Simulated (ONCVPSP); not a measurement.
# Manganese: generating and testing an ONCV potential

Do these settings give a usable potential? It is generated, then checked for transferability, scattering, ghosts and hardness.

Method: ONCVPSP 4.0.1.1 (patched build), PBEsol, scalar-relativistic.

## (1) Starting point

The settings as typed:

```
element                 : manganese (Mn, Z = 25)
type                    : optimised norm-conserving Vanderbilt (ONCV)
frozen core             : [Ne]
valence charge          : 15
reference configuration : 3s2 3p6 3d5 4s2
partial waves           : 3s+4s: rc 1.25 bohr, ncon 5, nbas 10, qcut 8.7 1/bohr, 2 projectors; 3p: rc 1.05 bohr, ncon 4, nbas 8, qcut 15.7 1/bohr, 2 projectors, debl 2 Ha; 3d: rc 1.10 bohr, ncon 4, nbas 9, qcut 12.2 1/bohr, 2 projectors, debl 2.3 Ha
local potential         : polynomial inside 0.80 bohr (lpopt 5, dvloc0 0 Ha)
core correction         : Teter function, parameters optimised by the program
```

The outer shells as boxes (Hund's rule for the drawing; the calculation is spin-unpolarised):

```
[Ne] core
3s [↑↓]
3p [↑↓][↑↓][↑↓]
3d [↑ ][↑ ][↑ ][↑ ][↑ ]
4s [↑↓]
```

The nodes and maxima of the atom's own shells, from an earlier all-electron run, set the scale for the radii.

All-electron outer shells of the reference configuration (PBEsol, scalar-relativistic, ld1.x):

```csv
shell,level (eV),outermost node (bohr),outermost maximum (bohr)
2p,-629.76,–,0.19
3s,-85.64,0.34,0.74
3p,-54.48,0.31,0.75
3d,-6.79,–,0.76
4s,-5.12,1.05,2.51
4p,-1.35,1.16,3.38
```

## (2) Generating the potential

Mn.dat reads:

```
# ATOM AND REFERENCE CONFIGURATION
# atsym  z   nc   nv     iexc    psfile
  Mn 25.00    3    4  -116133      upf
#
#   n    l    f
    1    0    2.00
    2    0    2.00
    2    1    6.00
    3    0    2.00
    3    1    6.00
    3    2    5.00
    4    0    2.00
#
# PSEUDOPOTENTIAL AND OPTIMIZATION
# lmax
    2
#
#   l,   rc,      ep,       ncon, nbas, qcut
    0    1.25    0.00    5   10    8.70
    1    1.05    0.00    4    8   15.70
    2    1.10    0.00    4    9   12.20
#
# LOCAL POTENTIAL
# lloc, lpopt,  rc(5),   dvloc0
    4    5    0.80    0.00
#
# VANDERBILT-KLEINMAN-BYLANDER PROJECTORs
# l, nproj, debl
    0    2    0.40
    1    2    2.00
    2    2    2.30
#
# MODEL CORE CHARGE
# icmod, fcfact, rcfact
    4    0.60    0.00
#
# LOG DERIVATIVE ANALYSIS
# epsh1, epsh2, depsh
   -5.00    5.00    0.04
#
# OUTPUT GRID
# rlmax, drl
    6.00    0.01
#
# TEST CONFIGURATIONS
# ncnf
    4
# nvcnf
#   n    l    f
    4
    3    0    2.00
    3    1    6.00
    3    2    5.00
    4    0    1.00
#
    4
    3    0    2.00
    3    1    6.00
    3    2    5.00
    4    0    0.00
#
    4
    3    0    2.00
    3    1    6.00
    3    2    4.00
    4    0    0.00
#
    4
    3    0    1.00
    3    1    6.00
    3    2    5.00
    4    0    2.00
#
```

Launch:

```console
$ oncvpsp.x < Mn.dat > Mn.out
```

**Question.** What will these runs give? Wanted: cutoffs for 1 and 0.1 mHa per electron, occupied waves; bound ghosts; GHOST(+) flags; largest test error; largest phase difference near zero energy, channels read; rms error of d²Exc/dn², without and with the model core; projector energies reset by the program.

**Answer**, as computed:

```
                                                quantity                          value
  cutoffs for 1 and 0.1 mHa per electron, occupied waves                64 Ha and 75 Ha
                                            bound ghosts                     none found
                                          GHOST(+) flags                    s at 403 eV
                            largest test error (AE − PS)  -146 meV, for 3s2 3p6 3d4 4s0
largest phase difference near zero energy, channels read                      0.000 rad
 rms error of d²Exc/dn², without and with the model core              2.04 and 0.57 mHa
                 projector energies reset by the program            p: -2.002, 0.250 Ha
```

By total energies transferability is fair for so large an energy: the largest error is 146 meV on 56.4 eV, for 3s2 3p6 3d4 4s0. That test lies far up in energy; among those under 40 eV, nearer to bonding, the largest error is 44 meV. It counts as hard, with 64 Ha needed at the looser tolerance. No bound ghost shows below the valence levels. Near zero energy the phases of the channels with partial waves agree within 0.001 rad. The program also flags highly localised states, GHOST(+) (s). All of this concerns the isolated atom, not yet a solid.
